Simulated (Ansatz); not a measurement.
# C2H5BO: the cost of one run

Computed with the Python package of Ansatz 0.2.0. Level of theory: B3LYP+D4/def2-SVP.

**1. The structure**

Bond lengths: B1–C2 1.498 Å, C2–C3 1.480 Å, C2–O4 1.259 Å, B1–H5 1.232 Å, B1–H6 1.218 Å, C3–H7 1.066 Å, C3–H8 1.150 Å, C3–H9 1.170 Å. Angles: B1–C2–C3 119.5°, B1–C2–O4 120.8°, C3–C2–O4 119.6°, C2–B1–H5 122.1°, C2–B1–H6 123.7°, H5–B1–H6 114.2°, C2–C3–H7 113.1°, C2–C3–H8 109.8°, C2–C3–H9 111.0°, H7–C3–H8 110.0°, H7–C3–H9 108.1°, H8–C3–H9 104.5°.

No structure file is read: the coordinates are typed or built in the script.

**2. The code**

run_scan.py

```python
# -*- coding: utf-8 -*-
import ansatz as az
import matplotlib.pyplot as plt
import numpy as np

BASIS_SET = "def2-SVP"
XC = "B3LYP"
DISPERSION = "d4"

geometry_ang = [
    ("B", (-0.7532, 0.9995, -0.6885)),
    ("C", (0.2266, -0.1242, -0.5388)),
    ("C", (0.4347, -0.7385, 0.7913)),
    ("O", (0.9157, -0.5128, -1.5186)),
    ("H", (-0.985, 1.5238, -1.7788)),
    ("H", (-1.4006, 1.4595, 0.2355)),
    ("H", (-0.452, -1.172, 1.1951)),
    ("H", (1.266, -1.5303, 0.7284)),
    ("H", (0.8364, 0.0487, 1.5573)),
]
c2h5bo = az.Crystal.molecule()
for symbol, xyz in geometry_ang:
    c2h5bo = c2h5bo.atom(symbol, xyz)

symbols = [site.symbol for site in c2h5bo.cartesian_sites]
start = np.array([site.position_ang for site in c2h5bo.cartesian_sites])
axis = (start[6] - start[2]) / np.linalg.norm(start[6] - start[2])
moving = [6]
lengths, energies = [0.938, 0.981, 1.024, 1.066, 1.109, 1.152, 1.194, 1.258], []
for length in lengths:
    xyz = start.copy()
    xyz[moving] += (length - np.linalg.norm(start[6] - start[2])) * axis
    point = az.Crystal.molecule()
    for symbol, place in zip(symbols, xyz):
        point = point.atom(symbol, place.tolist())
    model = point.calculation().basis(gaussian=BASIS_SET).functional(XC, dispersion=DISPERSION)
    data = model.run(threads=1).report
    energies.append(data["free_energy_ev"])
    print(f"r = {length:6.3f} A  E = {energies[-1]:.5f} eV  <S^2> = {abs(data['mean_field']['state']['spin_squared']):.3f}")

fit = np.polynomial.Polynomial.fit(lengths, np.array(energies) - min(energies), 4).convert()
roots = [r.real for r in fit.deriv().roots() if abs(r.imag) < 1e-9 and fit.deriv(2)(r.real) > 0]
r_e = min(roots, key=lambda r: abs(r - lengths[int(np.argmin(energies))]))
print(f"minimum of the fit at {r_e:.4f} A, force constant {fit.deriv(2)(r_e):.2f} eV/A^2")
plt.figure(figsize=(4.5, 3))
plt.plot(lengths, np.array(energies) - min(energies), "o-")
plt.xlabel("bond length (A)")
plt.ylabel("E - E(min) (eV)")
plt.tight_layout()
plt.savefig("scan.png", dpi=100)
```

**3. The input behind the calls**

The engine receives this input (first run):

```yaml
crystal:
  periodic: [false, false, false]
  atoms:
    - { symbol: B, position_ang: [-0.7532, 0.9995, -0.6885] }
    - { symbol: C, position_ang: [0.2266, -0.1242, -0.5388] }
    - { symbol: C, position_ang: [0.4347, -0.7385, 0.7913] }
    - { symbol: O, position_ang: [0.9157, -0.5128, -1.5186] }
    - { symbol: H, position_ang: [-0.985, 1.5238, -1.7788] }
    - { symbol: H, position_ang: [-1.4006, 1.4595, 0.2355] }
    - { symbol: H, position_ang: [-0.3452352124270011, -1.119803614060116, 1.14647969863316] }
    - { symbol: H, position_ang: [1.266, -1.5303, 0.7284] }
    - { symbol: H, position_ang: [0.8364, 0.0487, 1.5573] }
basis:
  gaussian:
    orbitals: def2-SVP
hamiltonian:
  xc: b3lyp
  dispersion: d4
```

**4. Launch**

The run is started by

```console
$ python run_scan.py
```

What time and memory should one allow on 1 thread of Arm Neoverse V1, shared host?

About 16 s, with a peak of 0.24 GiB.
